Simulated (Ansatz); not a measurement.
# AlCl2H3SiSn: ladder of methods at one geometry, by script

How do the methods compare on AlCl2H3SiSn, in result and in cost? Wanted for AlCl2H3SiSn: a ladder of methods at one geometry. SMILES: [Cl][Al]1[SiH2][SnH]1[Cl].

All numbers are computed with Ansatz 0.2.0 through its Python package. The levels of theory stand in the script.

### Step 1. The system

Bond lengths: Cl1–Al2 2.218 Å, Al2–Si3 2.367 Å, Al2–Sn4 2.771 Å, Si3–Sn4 2.530 Å, Sn4–Cl5 2.283 Å, Si3–H6 1.500 Å, Si3–H7 1.416 Å, Sn4–H8 1.753 Å. Angles (14 of 15 angles, heavy atoms first): Cl1–Al2–Si3 152.4°, Cl1–Al2–Sn4 149.2°, Si3–Al2–Sn4 58.4°, Al2–Si3–Sn4 68.8°, Al2–Sn4–Si3 52.8°, Al2–Sn4–Cl5 110.4°, Si3–Sn4–Cl5 116.9°, Al2–Si3–H6 113.6°, Al2–Si3–H7 115.8°, Sn4–Si3–H6 112.3°, Sn4–Si3–H7 116.0°, Al2–Sn4–H8 109.9°, Si3–Sn4–H8 120.2°, Cl5–Sn4–H8 122.2°.

No structure file is read: the coordinates are typed or built in the script.

### Step 2. The script

run_methods.py

```python
# -*- coding: utf-8 -*-
'''One geometry of AlCl2H3SiSn, method by method.'''

from pathlib import Path

import ansatz as az
import numpy as np

GEOMETRY = '''
Cl   -1.86300   -1.87490    2.68690
Al   -0.88200   -0.72330    1.06550
Si   -0.64450    1.20030   -0.29390
Sn    1.14860   -0.50950   -0.80750
Cl    3.16320   -0.23490    0.22990
H    -0.10140    2.39030    0.43930
H    -1.63660    1.37810   -1.28850
H     0.90770   -1.68320   -2.08740
'''

molecule = az.Crystal.molecule()
for line in GEOMETRY.strip().splitlines():
    symbol, *xyz = line.split()
    molecule = molecule.atom(symbol, [float(v) for v in xyz])

setup = molecule.calculation()
setup = setup.basis(gaussian='def2-SVP').accuracy('medium')
setup = setup.scf(lower_state_search='light')

print('functional    E (Ha)        dipole (D)   HOMO (eV)  LUMO (eV)')
for name in ['lda', 'b3lyp', 'blyp', 'r2scan0', 'pbe0', 'cam_b3lyp']:
    r = setup.functional(name).forces().orbitals().run(threads=1, backend='cpu', runs_dir='runs').report
    lines = Path(r['orbitals_path']).read_text().splitlines()
    field_of = lambda key: [line.split('=')[1].strip() for line in lines if line.startswith(key)]
    orbitals = [(27.211386 * float(e), s, float(n)) for e, s, n in zip(field_of('Ene='), field_of('Spin='), field_of('Occup='))]
    homo = max(e for e, _, n in orbitals if n > 0.5)
    lumo = min(e for e, _, n in orbitals if n < 0.5)
    dipole = 4.803205 * np.linalg.norm(r['charge_distribution']['dipole_moment_e_ang'])
    print(f'{name:10s} {r["free_energy_ev"] / 27.211386246:14.6f} {dipole:9.3f} {homo:11.3f} {lumo:10.3f}')
```

### Step 3. The input behind the calls

The engine receives this input (first run):

```yaml
crystal:
  periodic: [false, false, false]
  atoms:
    - { symbol: Cl, position_ang: [-1.863, -1.8749, 2.6869] }
    - { symbol: Al, position_ang: [-0.882, -0.7233, 1.0655] }
    - { symbol: Si, position_ang: [-0.6445, 1.2003, -0.2939] }
    - { symbol: Sn, position_ang: [1.1486, -0.5095, -0.8075] }
    - { symbol: Cl, position_ang: [3.1632, -0.2349, 0.2299] }
    - { symbol: H, position_ang: [-0.1014, 2.3903, 0.4393] }
    - { symbol: H, position_ang: [-1.6366, 1.3781, -1.2885] }
    - { symbol: H, position_ang: [0.9077, -1.6832, -2.0874] }
accuracy: medium
basis:
  gaussian:
    orbitals: def2-SVP
hamiltonian:
  xc: lda
scf:
  lower_state_search: light
output:
  orbitals: {}
  forces: true
```

### Step 4. The run

Run with:

```sh
python run_methods.py
```

The program printed:

```text
functional    E (Ha)        dipole (D)   HOMO (eV)  LUMO (eV)
lda          -1662.469546     2.714      -4.751     -3.478
b3lyp        -1668.147340     2.883      -5.326     -2.688
blyp         -1667.932150     2.665      -4.437     -3.052
r2scan0      -1667.943388     3.069      -5.683     -2.617
pbe0         -1667.483006     2.988      -5.561     -2.640
cam_b3lyp    -1668.012551     2.991      -6.579     -1.508
```

Wall time 42 s (1 thread of Arm Neoverse V2, shared host); peak memory 0.42 GiB.

### Step 5. Inputs of later runs

The engine's inputs for some of the other runs:

Run 2, against run 1:

```diff
@@ -17 +17 @@
-  xc: lda
+  xc: b3lyp
```

Run 3, against run 1:

```diff
@@ -17 +17 @@
-  xc: lda
+  xc: blyp
```

Run 5, against run 1:

```diff
@@ -17 +17 @@
-  xc: lda
+  xc: pbe0
```

Lines on the test bed's own set-up are left out of the output.

A comment line of the script is reworded here; the code is as run.

### Step 6. The runs side by side

The 6 runs, in the order started:

```
run  functional  energy (eV)  SCF cycles  CPU time (s)
  1         lda  -45238.1009          19           2.5
  2       b3lyp  -45392.6016          19           7.1
  3        blyp  -45386.7460          17           4.2
  4     r2scan0  -45387.0518          19            13
  5        pbe0  -45374.5241          19           6.9
  6   cam_b3lyp  -45388.9338          22           8.2
```

Totals hang on method, basis and potentials, so only like runs compare.

The fields below are those of run 1.

### Step 7. Pictures from the orbitals

The fields below are evaluated on a grid from the run's orbitals.

Frontier orbitals at LDA/def2-SVP, with the share of their density that lies nearest to each atom:

```csv
orbital,energy (eV),lies on
HOMO,-4.75,Al2 32 %; Sn4 26 %; Si3 13 %
LUMO,-3.48,Al2 49 %; Sn4 11 %; Cl5 9 %
```

ELF in a plane through or near 4 of the atoms.

Ten even steps from '0' (0.00) to '9' (0.97):
```
0000000000000000000000000000
0000000000000000000000000000
0000000000000000001455420000
0000000000001220004788752000
0000000000025773026887885200
0000000000136897336735386300
0000001122236998216843797300
0000001222323892341788886200
0000001224773581772466653000
0000001225773342120321100000
0000001232433568778620000000
0000001245579421899841000000
0000000146787186287631000000
0000000023565164144210000000
0000000000123444421000000000
0000000000012344310000000000
0000000000000111100000000000
0000000000000000000000000000
0000000000000000000000000000
0000000000000000000000000000
```
The map spans 11.4 Å across and 9.5 Å up, centred on the molecule. Atoms in the plane (x, y in Å): Cl1 (3.1, 2.1), Al2 (1.4, 0.8), Si3 (0.3, -1.4), Sn4 (-1.4, 0.5).

### Step 8. Results

```
                                      quantity    value
                                 runs compared        6
HOMO-LUMO gap of the mean field (LDA/def2-SVP)  1.27 eV
```

In CPU time, run 4 (r2scan0) cost about 5.2 times as much as run 1 (lda). What to keep in mind:
- The geometry is a force-field or estimated start, not a minimum of this method, and the basis set is short of its limit. A lower total doesn't mark the better method: functionals have no common bound, and MP2 and coupled cluster aren't variational.
- def2 sets replace the cores of elements past krypton by effective core potentials.
- b3lyp holds the VWN-RPA fit, as in Gaussian; the form of ORCA and Turbomole is b3lyp5.
- Levels such as HOMO and LUMO are orbital energies: with these approximate functionals they aren't the ionisation energy and electron affinity, and their gap isn't the fundamental gap.
